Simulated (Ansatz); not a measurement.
# Ta: a tetragonal deformation path

One table from this session's results is given with a row withheld; the runs are named, their logs left out.

Computed with Ansatz 0.2.0 (DFT r2SCAN, scalar-relativistic, plane waves, PAW, unless a step's input says otherwise).

**The structure to begin with**

It takes space group Im-3m (No. 229, cubic). The conventional cell has a = 3.303 Å, b = 3.303 Å, c = 3.303 Å, α = 90.00°, β = 90.00°, γ = 90.00°. Ta (site symmetry m-3m) is surrounded by 8 Ta at 2.86 Å.

Structure file:

```cif
data_structure
_symmetry_space_group_name_H-M 'Im-3m'
_symmetry_Int_Tables_number 229
_cell_length_a 3.3026
_cell_length_b 3.3026
_cell_length_c 3.3026
_cell_angle_alpha 90.000
_cell_angle_beta 90.000
_cell_angle_gamma 90.000
_cell_volume 36.02
loop_
_atom_site_label
_atom_site_type_symbol
_atom_site_symmetry_multiplicity
_atom_site_Wyckoff_symbol
_atom_site_fract_x
_atom_site_fract_y
_atom_site_fract_z
_atom_site_occupancy
Ta1 Ta 2 a 0.00000 0.00000 0.00000 1
```

The cell is taken as given, not relaxed at this level.

The first run:

input.yaml

```yaml
crystal:
  lattice:
    - [-1.65128, 1.65128, 1.65128]
    - [1.65128, -1.65128, 1.65128]
    - [1.65128, 1.65128, -1.65128]
  atoms:
    - { symbol: Ta, position: [0.0, 0.0, 0.0] }
basis:
  ecutwfc: 500
kpoints:
  mp_grid: { grid: [22, 22, 22] }
hamiltonian:
  xc: r2scan
scf:
  occupations: { method: gaussian, width: 0.15 }
output:
  forces: true
  stress: true
  eigenvalues: true
```

Among the steps run: The reference: the undisturbed cell on the scan's mesh; Point ρ = 0.707; At ρ = 1.414; At ρ = 0.850; Point ρ = 1.200; At ρ = 0.780; Point ρ = 1.300; Point ρ = 0.920.

One table of the session follows, with a row left open; its other results are not shown here.

It belongs to the step «The scan collected». The scan, with free energies counted from the undisturbed cell:

```
    ρ  ΔE (meV/atom)  pressure (GPa)
0.707          434.6             8.3
0.780          212.0             5.7
0.850           76.5             3.1
0.920           25.8             1.1
1.000            0.0             0.6
1.200              ?               ?
1.300          213.1             5.7
1.414          257.2             7.1
```

**Question.** Estimate the row for ρ = 1.200.

Worked estimate for «ΔE (meV/atom)». A straight line through the neighbours (1.000, 0.0) and (1.300, 213.1) gives 0.0 + (213.1 − 0.0) × (1.200 − 1.000) / (1.300 − 1.000) = 142.1; a parabola fitted to 4 rows on both sides gives 126.9.

**Answer.** ΔE (meV/atom): 120.2; pressure (GPa): 3.4. In «ΔE (meV/atom)» the line misses by +21.9 and the parabola by +6.7.
